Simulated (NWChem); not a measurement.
# One shape, several levels: BF3 (SMILES FB(F)F)

Aim: a comparison of 5 runs (HF/3-21G, HF/def2-SVP, B3LYP/6-31G*, r2SCAN/aug-cc-pVDZ, CCSD(T)/aug-cc-pVDZ) of BF3. 

Program for the calculation: NWChem 7.3.0.

### Step 1. The molecule

The species is BF3 (4 atoms), meant as a singlet with charge 0. SMILES: `FB(F)F`. Geometry: relaxed at PBE0-D4/def2-TZVP.

Bond lengths: F1–B2 1.311 Å, B2–F3 1.311 Å, B2–F4 1.311 Å. Angles: F1–B2–F3 120.0°, F1–B2–F4 120.0°, F3–B2–F4 120.0°.

### Step 2. Energy and forces at HF/3-21G (run 1)

File run.py:

```python
from ase import Atoms
from ase.calculators.nwchem import NWChem

molecule = Atoms(['F', 'B', 'F', 'F'], positions=[
    [0.543870, 0.210740, 1.174280],
    [0.000020, -0.000000, 0.000010],
    [-0.265170, -1.223510, -0.389620],
    [-0.278730, 1.012770, -0.784660],
])

calc = NWChem(
    label='job',
    theory='scf',
    memory='2200 mb',
    basis='3-21G',
    basispar='spherical bse',
    scf={'nopen': '0', 'rhf': None, 'thresh': '1e-08', 'maxiter': '80', 'print': 'low'},
)
molecule.calc = calc

forces = molecule.get_forces()
e = molecule.get_potential_energy()
print(f"E = {e:.6f} eV")
print("forces (eV/A):")
for s, f in zip(molecule.symbols, forces):
    print(f"{s:2s} {f[0]:10.5f} {f[1]:10.5f} {f[2]:10.5f}")
```

On the command line:

```sh
export ASE_NWCHEM_COMMAND="nwchem PREFIX.nwi > PREFIX.nwo"
python run.py
```

The program printed:

```text
E = -8747.501783 eV
forces (eV/A):
F     0.47751    0.18491    1.03065
B    -0.00062   -0.00010   -0.00051
F    -0.23248   -1.07385   -0.34165
F    -0.24441    0.88904   -0.68849
```

The calculator wrote job.nwi:

```
title "job"

permanent_dir job

scratch_dir job

start job

geometry units angstrom nocenter noautosym noautoz
  F  5.4386999999999996e-01 2.1074000000000001e-01 1.1742800000000000e+00
  B  2.0000000000000002e-05 -0.0000000000000000e+00 1.0000000000000001e-05
  F  -2.6517000000000002e-01 -1.2235100000000001e+00 -3.8962000000000002e-01
  F  -2.7872999999999998e-01 1.0127699999999999e+00 -7.8466000000000002e-01
end

memory 2200 mb

basis spherical bse noprint
   * library 3-21G
end

scf
  nopen 0
  rhf
  thresh 1e-08
  maxiter 80
  print low
end

task scf gradient
```

job.nwo:

```text
Northwest Computational Chemistry Package (NWChem) 7.3.0
             --------------------------------------------------------

           Job information
           ---------------

    nwchem branch   = 7.3.0
    use scalapack   = T
    input           = job.nwi
    prefix          = job.
    data base       = job/job.db
    status          = startup
    nproc           =        1

           Memory information
           ------------------

[... 5 lines left out ...]
    hardfail = no
[... 96 lines left out ...]
       Final RHF  results
[... 3 lines left out ...]
      One-electron energy =   -669.363167141375
[... 1 line left out ...]
 Nuclear repulsion energy =    111.109154318702
[... 1 line left out ...]
        Time for solution =      0.2s

                              NWChem Gradients Module
                              -----------------------

                         RHF ENERGY GRADIENTS

    atom               coordinates                        gradient
                 x          y          z           x          y          z
   1 F       1.027765   0.398241   2.219067   -0.009286  -0.003596  -0.020043
   2 B       0.000038   0.000000   0.000019    0.000012   0.000002   0.000010
   3 F      -0.501099  -2.312099  -0.736275    0.004521   0.020883   0.006644
   4 F      -0.526723   1.913858  -1.482792    0.004753  -0.017289   0.013389

 Task  times  cpu:        0.3s     wall:        0.3s
 Total times  cpu:        0.3s     wall:        0.3s
```

Run time: 1.1 s. Hardware: 1 thread of AMD EPYC 9R45 (Zen 5), shared host; peak memory 0.099 GiB.

### Step 3. Energy and forces at HF/def2-SVP (run 2)

File bf3.xyz:

```xyz
4
BF3
F      0.543870     0.210740     1.174280
B      0.000020     0.000000     0.000010
F     -0.265170    -1.223510    -0.389620
F     -0.278730     1.012770    -0.784660
```

File bf3.nw:

```
start bf3
title "BF3"
memory total 2200 mb
charge 0

geometry noautosym nocenter noautoz
   load bf3.xyz
end

basis spherical bse
   * library def2-SVP
end

scf
   thresh 1e-08
   maxiter 80
end

task scf gradient
```

On the command line:

```sh
nwchem bf3.nw > bf3.out
```

The program printed:

```text
[...]
  functions       =    56
[...]
  wavefunction    = RHF
[...]
         Total SCF energy =   -322.935771078106
      One-electron energy =   -671.322459983430
      Two-electron energy =    237.277534586622
 Nuclear repulsion energy =    111.109154318702
        Time for solution =      1.0s
[...]
                         RHF ENERGY GRADIENTS
    atom               coordinates                        gradient
                 x          y          z           x          y          z
   1 F       1.027765   0.398241   2.219067    0.006402   0.002483   0.013828
   2 B       0.000038   0.000000   0.000019    0.000014   0.000001   0.000008
   3 F      -0.501099  -2.312099  -0.736275   -0.003128  -0.014407  -0.004593
   4 F      -0.526723   1.913858  -1.482792   -0.003287   0.011923  -0.009243
[...]
```

It took 1.7 s on 1 thread of AMD EPYC 9R45 (Zen 5), shared host; peak memory 0.1 GiB.

Run 3 isn't shown in full; the table further down has it.

### Step 4. Energy and gradient at r2SCAN/aug-cc-pVDZ (run 4)

File a.nw:

```
echo
start a
title "BF3"
memory 2200 mb
charge 0

geometry noautosym nocenter noautoz
 F      0.543870     0.210740     1.174280
 B      0.000020     0.000000     0.000010
 F     -0.265170    -1.223510    -0.389620
 F     -0.278730     1.012770    -0.784660
end

basis spherical bse
 F library aug-cc-pVDZ
 B library aug-cc-pVDZ
end

dft
 xc r2scan
 grid fine
 convergence energy 1e-08
 maxiter 100
 mulliken
 print medium
end

task dft gradient
```

On the command line:

```sh
nwchem a.nw > a.out
```

The program printed:

```text
[...]
          Wavefunction type:  closed shell.
          No. of atoms     :     4
          No. of electrons :    32
[...]
          Charge           :     0
          Spin multiplicity:     1
[...]
          AO basis - number of functions:    92
[...]
              XC Information
              --------------
                      r^2SCAN Method XC Functional
               r^2SCAN metaGGA Exchange Functional  1.000
                     r^2SCAN Correlation Potential  1.000
[...]
 d= 0,ls=0.0,diis     1   -324.3580734940 -4.35D+02  1.50D-02  9.33D-01     1.1
[...]
 d= 0,ls=0.0,diis     7   -324.4532967039 -3.66D-10  1.64D-07  8.33D-10     6.2
         Total DFT energy =     -324.453296703949
      One electron energy =     -671.487569593387
           Coulomb energy =      271.332676764416
    Exchange-Corr. energy =      -35.407558193680
 Nuclear repulsion energy =      111.109154318702
[...]
  wavefunction    = closed shell
                         DFT ENERGY GRADIENTS
    atom               coordinates                        gradient
                 x          y          z           x          y          z
   1 F       1.027765   0.398241   2.219067   -0.007041  -0.002728  -0.015197
   2 B       0.000038   0.000000   0.000019    0.000006  -0.000033   0.000001
   3 F      -0.501099  -2.312099  -0.736275    0.003433   0.015868   0.005046
   4 F      -0.526723   1.913858  -1.482792    0.003603  -0.013107   0.010150
[...]
```

Wall time 9.6 s (1 thread of AMD EPYC 9R45 (Zen 5), shared host); peak memory 0.12 GiB.

### Step 5. A single-point energy at CCSD(T)/aug-cc-pVDZ (run 5)

File mymol.nw:

```
start mymol
title "BF3 ccsd(t)"
memory total 2200 mb
charge 0

geometry noautosym nocenter noautoz
  F     0.543870    0.210740    1.174280
  B     0.000020    0.000000    0.000010
  F    -0.265170   -1.223510   -0.389620
  F    -0.278730    1.012770   -0.784660
end

basis spherical bse
  * library aug-cc-pVDZ
end

scf
  thresh 1e-08
  maxiter 80
  print medium
end

ccsd
  freeze core 4
  maxiter 60
end

task ccsd(t) energy
```

On the command line:

```sh
nwchem mymol.nw > mymol.out
```

The program printed:

```text
[...]
  functions       =    92
[...]
  wavefunction    = RHF
[...]
         Total SCF energy =   -323.222718731739
      One-electron energy =   -671.497569503959
      Two-electron energy =    237.165696453517
 Nuclear repulsion energy =    111.109154318702
        Time for solution =      9.0s
[...]
 Total MP2 energy:           -323.904677124824786
[...]
             energy      energy      error      ampl     ampl      Block
                                                time     time      time
[...]
 Total CCSD energy:           -323.910253024563076
[...]
 Total CCSD+T(CCSD) energy:           -323.928170170770329
[...]
 Total CCSD(T) energy:                -323.926087476470741
[...]
```

Wall time 77 s (1 thread of AMD EPYC 9R45 (Zen 5), shared host); peak memory 0.29 GiB.

### Step 6. The series

```tsv
run	level	Cartesian functions	iteration cap	energy (Eh)	largest force (eV/Å)	wall time
1	HF/3-21G	no	80	-321.464764	1.151	1.1 s
2	HF/def2-SVP	no	80	-322.935771	0.794	1.7 s
3	B3LYP/6-31G* (Cartesian functions)	yes	100	-324.553106	0.371	4.5 s
4	r2SCAN/aug-cc-pVDZ	no	100	-324.453297	0.874	9.6 s
5	CCSD(T)/aug-cc-pVDZ	no	80	-323.926087	–	77 s
```

### Step 7. Summary of results

```
                                          quantity          value
                               run 5: total energy  -323.92609 Eh
        run 5: HOMO energy (Hartree–Fock orbitals)      -18.09 eV
        run 5: LUMO energy (Hartree–Fock orbitals)        1.33 eV
      run 5: HOMO–LUMO gap (Hartree–Fock orbitals)       19.42 eV
run 5: correlation energy (4 core orbitals frozen)     -703.4 mEh
                             run 5: (T) correction     -15.83 mEh
```

Over runs 2, 3, 4 the HOMO–LUMO gap runs from 10.51 eV (r2SCAN/aug-cc-pVDZ) to 22.73 eV (HF/def2-SVP). The two ends differ in method and basis. Totals of different functionals can't be ranked against each other. All runs together took 94 s, the longest 77 s.
